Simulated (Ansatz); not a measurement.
**Al atom: energies up the ladder**

Aim: energies up the ladder, for Al atom, with the cost of each level. Spin multiplicity 2.

Program: Ansatz 0.2.0. Level of theory: the levels named in each step. These are calculated values, not measurements.

**1. Starting point**

Coordinates:

```xyz
1

Al    0.0000    0.0000    0.0000
```

**2. Single point, PBE0/def2-TZVPP**

Input file input.yaml:

```yaml
crystal:
  periodic: [false, false, false]
  atoms:
    - { symbol: Al, position_ang: [0.0, 0.0, 0.0] }
magnetization:
  spin_polarized: true
  initial_magnetization: 1
basis:
  gaussian: { orbitals: def2-TZVPP }
hamiltonian:
  xc: pbe0
```

Command:

```console
ansatz run input.yaml --threads 1 --pin off --max-ram 2560MiB --backend cpu --events-out ev --progress --plain --runs-dir out
```

What it wrote:

```text
Warning: RAYON_NUM_THREADS=1 ignored (pool sized by the plan → 1); use --threads N
Engine: ansatz 0.2.0, aarch64-unknown-linux-gnu
Functional definition: PBE0
  parameter a = 0.25
  parameter kappa = 0.804
  parameter beta = 0.06672455060314922
  exchange = (1 - a)*pbe_x(kappa = kappa, mu = beta*pi^2/3) + a*exact_x
  correlation = pbe_c(beta = beta)
300 factors; their error is unknown
mean field evaluation 1: about -6591.8708 eV, gradient 1.8e0 eV
mean field evaluation 2: about -6591.9167 eV, gradient 4.5e-1 eV
mean field evaluation 4: about -6591.9205 eV, gradient 3.8e-2 eV
mean field evaluation 8: about -6591.9307 eV, gradient 6.5e-4 eV
mean field -6591.93069081 eV, -242.2489847163 hartree, gradient 4.6e-5 eV, S^2 0.757228; 0 other end points of the search recorded, 0 dependent functions left out
reference -6591.93070944 eV, -242.2489854009 hartree; 7, 6 occupied and 35, 36 virtual orbitals, 300 factors
Total energy: -6591.93070944 eV, -242.2489854009 hartree
```

Run time: 0.62 s. Hardware: 1 thread of Arm Neoverse N1, shared host; peak memory 0.076 GiB.

**3. Single point, PBE/def2-TZVPP**

Changes to input.yaml since step 2:

```diff
@@ -10,2 +10,2 @@
 hamiltonian:
-  xc: pbe0
+  xc: pbe
```

Command:

```console
ansatz run input.yaml --threads 1 --pin off --max-ram 2560MiB --backend cpu --events-out ev --progress --plain --runs-dir out
```

What it wrote:

```text
Warning: RAYON_NUM_THREADS=1 ignored (pool sized by the plan → 1); use --threads N
[... 1 set-up line as earlier in the session ...]
Functional definition: PBE
[... 2 set-up lines as earlier in the session ...]
  exchange = pbe_x(kappa = kappa, mu = beta*pi^2/3)
[... 1 set-up line as earlier in the session ...]
269 factors; their error is unknown
mean field evaluation 1: about -6591.2992 eV, gradient 1.9e0 eV
mean field evaluation 2: about -6591.3491 eV, gradient 5.4e-1 eV
mean field evaluation 4: about -6591.3525 eV, gradient 5.5e-2 eV
mean field evaluation 8: about -6591.3497 eV, gradient 3.6e-4 eV
mean field evaluation 16: about -6591.3497 eV, gradient 1.3e-4 eV
mean field evaluation 32: about -6591.3497 eV, gradient 1.6e-5 eV
mean field -6591.34970989 eV, -242.2276340610 hartree, gradient 1.2e-5 eV, S^2 0.755310; 4 other end points of the search recorded, 0 dependent functions left out
reference -6591.34973474 eV, -242.2276349745 hartree; 7, 6 occupied and 35, 36 virtual orbitals, 269 factors
Total energy: -6591.34973474 eV, -242.2276349745 hartree
```

Wall time 1.6 s (1 thread of Arm Neoverse N1, shared host); peak memory 0.073 GiB.

**4. Single point, r2SCAN/def2-TZVPP**

Changes to input.yaml since step 3:

```diff
@@ -10,2 +10,2 @@
 hamiltonian:
-  xc: pbe
+  xc: r2scan
```

Command:

```console
ansatz run input.yaml --threads 1 --pin off --max-ram 2560MiB --backend cpu --events-out ev --progress --plain --runs-dir out
```

What it wrote:

```text
Warning: RAYON_NUM_THREADS=1 ignored (pool sized by the plan → 1); use --threads N
[... 1 set-up line as earlier in the session ...]
Functional definition: r2SCAN
  parameter k0 = 0.174
  parameter k1 = 0.065
  parameter a1 = 4.9479
  exchange = r2scan_x(k0 = k0, k1 = k1, a1 = a1)
  correlation = r2scan_c
269 factors; their error is unknown
mean field evaluation 1: about -6594.0778 eV, gradient 2.1e0 eV
mean field evaluation 2: about -6594.1494 eV, gradient 6.2e-1 eV
mean field evaluation 4: about -6594.1543 eV, gradient 3.6e-2 eV
mean field evaluation 8: about -6594.1518 eV, gradient 1.3e-3 eV
mean field evaluation 16: about -6594.1518 eV, gradient 3.3e-2 eV
mean field evaluation 32: about -6594.1528 eV, gradient 5.5e-3 eV
mean field -6594.15184706 eV, -242.3306107030 hartree, gradient 6.9e-6 eV, S^2 0.762246; 9 other end points of the search recorded, 0 dependent functions left out
reference -6594.15185860 eV, -242.3306111268 hartree; 7, 6 occupied and 35, 36 virtual orbitals, 269 factors
Total energy: -6594.15185860 eV, -242.3306111268 hartree
```

Run time: 6.1 s. Hardware: 1 thread of Arm Neoverse N1, shared host; peak memory 0.088 GiB.

**5. Single point, B3LYP/def2-TZVPP**

Changes to input.yaml since step 4:

```diff
@@ -10,2 +10,2 @@
 hamiltonian:
-  xc: r2scan
+  xc: { name: B3LYP }
```

Command:

```console
ansatz run input.yaml --threads 1 --pin off --max-ram 2560MiB --backend cpu --events-out ev --progress --plain --runs-dir out
```

What it wrote:

```text
Warning: RAYON_NUM_THREADS=1 ignored (pool sized by the plan → 1); use --threads N
[... 1 set-up line as earlier in the session ...]
Functional definition: B3LYP
  parameter a0 = 0.2
  parameter ax = 0.72
  parameter ac = 0.81
  exchange = (1 - a0 - ax)*slater_x + ax*b88_x + a0*exact_x
  correlation = (1 - ac)*vwn_rpa_c + ac*lyp_c
293 factors; their error is unknown
mean field evaluation 1: about -6595.6554 eV, gradient 1.7e0 eV
mean field evaluation 2: about -6595.6925 eV, gradient 5.4e-1 eV
mean field evaluation 4: about -6595.6950 eV, gradient 3.0e-2 eV
mean field evaluation 8: about -6595.7026 eV, gradient 3.4e-4 eV
mean field evaluation 16: about -6595.7026 eV, gradient 1.2e-4 eV
mean field -6595.70262172 eV, -242.3876006202 hartree, gradient 2.5e-5 eV, S^2 0.754869; 1 other end points of the search recorded, 0 dependent functions left out
reference -6595.70276698 eV, -242.3876059585 hartree; 7, 6 occupied and 35, 36 virtual orbitals, 293 factors
Total energy: -6595.70276698 eV, -242.3876059585 hartree
```

Wall time 1.1 s (1 thread of Arm Neoverse N1, shared host); peak memory 0.077 GiB.

**6. Single point, wB97M-V/def2-TZVPP**

Changes to input.yaml since step 5:

```diff
@@ -10,2 +10,2 @@
 hamiltonian:
-  xc: { name: B3LYP }
+  xc: { name: wB97M-V }
```

Command:

```console
ansatz run input.yaml --threads 1 --pin off --max-ram 2560MiB --backend cpu --events-out ev --progress --plain --runs-dir out
```

What it wrote (excerpt; [...] marks lines left out):

```text
Warning: RAYON_NUM_THREADS=1 ignored (pool sized by the plan → 1); use --threads N
[...]
Functional definition: wB97M-V
[...]
  gx(w, u) = 1 - cx + cx01*u + cx10*w
  gss(w, u) = css00 + css04*u^4 + css10*w + css20*w^2 + css43*w^4*u^3
  gos(w, u) = cos00 + cos10*w + (cos20 + cos21*u)*w^2 + (cos60 + cos61*u)*w^6
[...]
      + integral(e_c_pw_mod_opposite_spin*gos(b97_w_opposite, b97_u_opposite)) + vv10(b, c)
272 factors; their error is unknown
63 factors; integrals over basis functions are off by at most 1.1e-4 eV
[...]
mean field -6594.60895481 eV, -242.3474091026 hartree, gradient 1.4e-5 eV, S^2 0.750956; 0 other end points of the search recorded, 0 dependent functions left out
reference -6594.60897943 eV, -242.3474100075 hartree; 7, 6 occupied and 35, 36 virtual orbitals, 272 factors
Total energy: -6594.60897943 eV, -242.3474100075 hartree
```

Run time: 2.3 s. Hardware: 1 thread of Arm Neoverse N1, shared host; peak memory 0.11 GiB.

**7. Single point, B2PLYP/def2-TZVPP**

Changes to input.yaml since step 6:

```diff
@@ -10,2 +10,2 @@
 hamiltonian:
-  xc: { name: wB97M-V }
+  xc: { name: B2PLYP }
```

Command:

```console
ansatz run input.yaml --threads 1 --pin off --max-ram 2560MiB --backend cpu --events-out ev --progress --plain --runs-dir out
```

What it wrote:

```text
Warning: RAYON_NUM_THREADS=1 ignored (pool sized by the plan → 1); use --threads N
[... 1 set-up line as earlier in the session ...]
Functional definition: B2PLYP
  parameter a = 0.53
  parameter c = 0.27
  exchange = (1 - a)*b88_x + a*exact_x
  correlation = (1 - c)*lyp_c + c*(mp2_os + mp2_ss)
256 factors; integrals over basis functions are off by at most 1.0e-4 eV
mean field evaluation 1: about -6591.4846 eV, gradient 2.0e0 eV
mean field evaluation 2: about -6591.4854 eV, gradient 2.0e0 eV
mean field evaluation 4: about -6591.5610 eV, gradient 1.5e-1 eV
mean field evaluation 8: about -6591.5610 eV, gradient 9.3e-4 eV
mean field -6591.56099868 eV, -242.2353987810 hartree, gradient 2.4e-6 eV, S^2 0.759044; 0 other end points of the search recorded, 0 dependent functions left out
5 core orbitals not correlated: weight in the atoms' cores, before any rotation towards them, 1.000 or more for the frozen orbitals, at most 0.000 for the correlated occupied ones
reference -6591.56109034 eV, -242.2354021495 hartree; 2, 1 occupied and 35, 36 virtual orbitals, 256 factors
second order -1.29280154 eV of doubles, -0.00000000 eV of singles
Total energy: -6591.91014676 eV, -242.2482297362 hartree
```

It took 0.81 s on 1 thread of Arm Neoverse N1, shared host; peak memory 0.077 GiB.

**8. Single point, LDA/def2-TZVPP**

Changes to input.yaml since step 7:

```diff
@@ -10,2 +10,2 @@
 hamiltonian:
-  xc: { name: B2PLYP }
+  xc: lda
```

Command:

```console
ansatz run input.yaml --threads 1 --pin off --max-ram 2560MiB --backend cpu --events-out ev --progress --plain --runs-dir out
```

What it wrote:

```text
Warning: RAYON_NUM_THREADS=1 ignored (pool sized by the plan → 1); use --threads N
[... 1 set-up line as earlier in the session ...]
Functional definition: SPW92
  exchange = slater_x
  correlation = pw_c
269 factors; their error is unknown
mean field evaluation 1: about -6566.2517 eV, gradient 2.2e0 eV
mean field evaluation 2: about -6566.2901 eV, gradient 6.3e-1 eV
mean field evaluation 4: about -6566.2901 eV, gradient 7.2e-2 eV
mean field evaluation 8: about -6566.2901 eV, gradient 1.3e-4 eV
mean field evaluation 16: about -6566.2901 eV, gradient 2.4e-5 eV
mean field evaluation 32: about -6566.2901 eV, gradient 4.0e-5 eV
mean field -6566.29012410 eV, -241.3067112694 hartree, gradient 8.1e-6 eV, S^2 0.751719; 2 other end points of the search recorded, 0 dependent functions left out
reference -6566.29014455 eV, -241.3067120208 hartree; 7, 6 occupied and 35, 36 virtual orbitals, 269 factors
Total energy: -6566.29014455 eV, -241.3067120208 hartree
```

Wall time 0.64 s (1 thread of Arm Neoverse N1, shared host); peak memory 0.069 GiB.

**9. Single point, PBE0/def2-SVP**

Changes to input.yaml since step 8:

```diff
@@ -8,4 +8,4 @@
 basis:
-  gaussian: { orbitals: def2-TZVPP }
+  gaussian: { orbitals: def2-SVP }
 hamiltonian:
-  xc: lda
+  xc: pbe0
```

Command:

```console
ansatz run input.yaml --threads 1 --pin off --max-ram 2560MiB --backend cpu --events-out ev --progress --plain --runs-dir out
```

What it wrote (excerpt; [...] marks lines left out):

```text
Warning: RAYON_NUM_THREADS=1 ignored (pool sized by the plan → 1); use --threads N
[... 7 set-up lines as earlier in the session ...]
98 factors; integrals over basis functions are off by at most 1.3e-4 eV
mean field evaluation 1: about -6589.5939 eV, gradient 1.5e0 eV
mean field evaluation 2: about -6589.6276 eV, gradient 3.4e-1 eV
mean field evaluation 4: about -6589.6299 eV, gradient 3.2e-2 eV
mean field evaluation 8: about -6589.6299 eV, gradient 3.9e-5 eV
mean field -6589.62991919 eV, -242.1644329187 hartree, gradient 3.9e-5 eV, S^2 0.753409; 0 other end points of the search recorded, 0 dependent functions left out
reference -6589.62993664 eV, -242.1644335599 hartree; 7, 6 occupied and 11, 12 virtual orbitals, 98 factors
Total energy: -6589.62993664 eV, -242.1644335599 hartree
```

Run time: 0.39 s. Hardware: 1 thread of Arm Neoverse N1, shared host; peak memory 0.066 GiB.

**10. Single point, PBE/def2-SVP**

Changes to input.yaml since step 9:

```diff
@@ -10,2 +10,2 @@
 hamiltonian:
-  xc: pbe0
+  xc: pbe
```

Command:

```console
ansatz run input.yaml --threads 1 --pin off --max-ram 2560MiB --backend cpu --events-out ev --progress --plain --runs-dir out
```

What it wrote (excerpt; [...] marks lines left out):

```text
Warning: RAYON_NUM_THREADS=1 ignored (pool sized by the plan → 1); use --threads N
[... 6 set-up lines as earlier in the session ...]
169 factors; their error is unknown
mean field evaluation 1: about -6588.9873 eV, gradient 1.5e0 eV
mean field evaluation 2: about -6589.0228 eV, gradient 3.0e-1 eV
mean field evaluation 4: about -6589.0241 eV, gradient 9.9e-3 eV
mean field evaluation 8: about -6589.0086 eV, gradient 4.6e-5 eV
mean field evaluation 16: about -6589.0086 eV, gradient 2.0e-5 eV
mean field -6589.00855601 eV, -242.1415982431 hartree, gradient 1.1e-6 eV, S^2 0.752707; 2 other end points of the search recorded, 0 dependent functions left out
reference -6589.00857930 eV, -242.1415990988 hartree; 7, 6 occupied and 11, 12 virtual orbitals, 169 factors
Total energy: -6589.00857930 eV, -242.1415990988 hartree
```

Wall time 0.66 s (1 thread of Arm Neoverse N1, shared host); peak memory 0.066 GiB.

**11. Single point, CCSD(T)/def2-TZVPP**

Changes to input.yaml since step 10:

```diff
@@ -8,4 +8,6 @@
 basis:
-  gaussian: { orbitals: def2-SVP }
-hamiltonian:
-  xc: pbe
+  gaussian: { orbitals: def2-TZVPP }
+correlation:
+  method: ccsd_t
+scf:
+  omitted_lower_state_checks: [cluster_reference]
```

Command:

```console
ansatz run input.yaml --threads 1 --pin off --max-ram 2560MiB --backend cpu --events-out ev --progress --plain --runs-dir out
```

What it wrote (excerpt; [...] marks lines left out):

```text
Warning: RAYON_NUM_THREADS=1 ignored (pool sized by the plan → 1); use --threads N
[...]
Functional definition: HF
[...]
256 factors; integrals over basis functions are off by at most 1.0e-4 eV
[...]
mean field -6581.73751498 eV, -241.8743924137 hartree, gradient 1.3e-6 eV, S^2 0.769946; 5 other end points of the search recorded, 0 dependent functions left out
5 core orbitals not correlated: weight in the atoms' cores, before any rotation towards them, 1.000 or more for the frozen orbitals, at most 0.000 for the correlated occupied ones
reference -6581.73751498 eV, -241.8743924137 hartree; 2, 1 occupied and 35, 36 virtual orbitals, 256 factors
second order -0.96861176 eV of doubles, -0.00000000 eV of singles
cycle   1  -1.21667769 eV  change   -2.5e-1 eV  update   6.0e-2
[...]
cycle   9  -1.38138322 eV  change    3.6e-7 eV  update   8.2e-7
perturbative correction -0.03104419 eV, -0.0011408528 hartree
Total energy: -6583.14994239 eV, -241.9262981635 hartree
Checks for a lower state left out: cluster_reference
```

It took 0.83 s on 1 thread of Arm Neoverse N1, shared host; peak memory 0.087 GiB.

**12. Single point, CCSD(T)/def2-QZVPP**

Changes to input.yaml since step 11:

```diff
@@ -8,3 +8,3 @@
 basis:
-  gaussian: { orbitals: def2-TZVPP }
+  gaussian: { orbitals: def2-QZVPP.json }
 correlation:
```

Command:

```console
ansatz run input.yaml --threads 1 --pin off --max-ram 2560MiB --backend cpu --events-out ev --progress --plain --runs-dir out
```

What it wrote (excerpt; [...] marks lines left out):

```text
Warning: RAYON_NUM_THREADS=1 ignored (pool sized by the plan → 1); use --threads N
[...]
[... 1 set-up line as earlier in the session ...]
[...]
408 factors; integrals over basis functions are off by at most 1.2e-4 eV
[...]
mean field -6581.90835565 eV, -241.8806706926 hartree, gradient 1.5e-6 eV, S^2 0.770526; 5 other end points of the search recorded, 0 dependent functions left out
5 core orbitals not correlated: weight in the atoms' cores, before any rotation towards them, 1.000 or more for the frozen orbitals, at most 0.000 for the correlated occupied ones
reference -6581.90835565 eV, -241.8806706926 hartree; 2, 1 occupied and 63, 64 virtual orbitals, 408 factors
second order -1.04295013 eV of doubles, -0.00000000 eV of singles
cycle   1  -1.25816638 eV  change   -2.2e-1 eV  update   5.9e-2
[...]
cycle   9  -1.42208035 eV  change   -3.2e-6 eV  update   1.2e-6
perturbative correction -0.03505261 eV, -0.0012881595 hartree
Total energy: -6583.36548861 eV, -241.9342193411 hartree
Checks for a lower state left out: cluster_reference
```

Run time: 2.1 s. Hardware: 1 thread of Arm Neoverse N1, shared host; peak memory 0.19 GiB.

**13. Extrapolation to the basis-set limit**

CCSD(T)/CBS estimate, frozen core: CCSD(T) correlation extrapolated, from def2-TZVPP and def2-QZVPP: mean field -6581.9319 eV, total -6583.4221 eV. The exponents are 7.88 (mean field) and 2.97 (correlation).

**14. Total energies**

```tsv
level	energy (eV)	CPU time
PBE0/def2-TZVPP	-6591.9307	0.6 s
PBE/def2-TZVPP	-6591.3497	1.6 s
r2SCAN/def2-TZVPP	-6594.1519	6 s
B3LYP/def2-TZVPP	-6595.7028	1.1 s
wB97M-V/def2-TZVPP	-6594.6090	2.3 s
B2PLYP/def2-TZVPP	-6591.9101	0.77 s
LDA/def2-TZVPP	-6566.2901	0.63 s
PBE0/def2-SVP	-6589.6299	0.37 s
PBE/def2-SVP	-6589.0086	0.63 s
CCSD(T)/def2-TZVPP	-6583.1499	0.81 s
CCSD(T)/def2-QZVPP	-6583.3655	2.1 s
CCSD(T)/CBS	-6583.4221	-
```

**15. Summary of results**

| quantity | value |
| --- | --- |
| energy at CCSD(T)/CBS | -6583.422 eV |

What this shows: These totals serve in differences with atoms or fragments at the same level; alone they don't rank the methods.
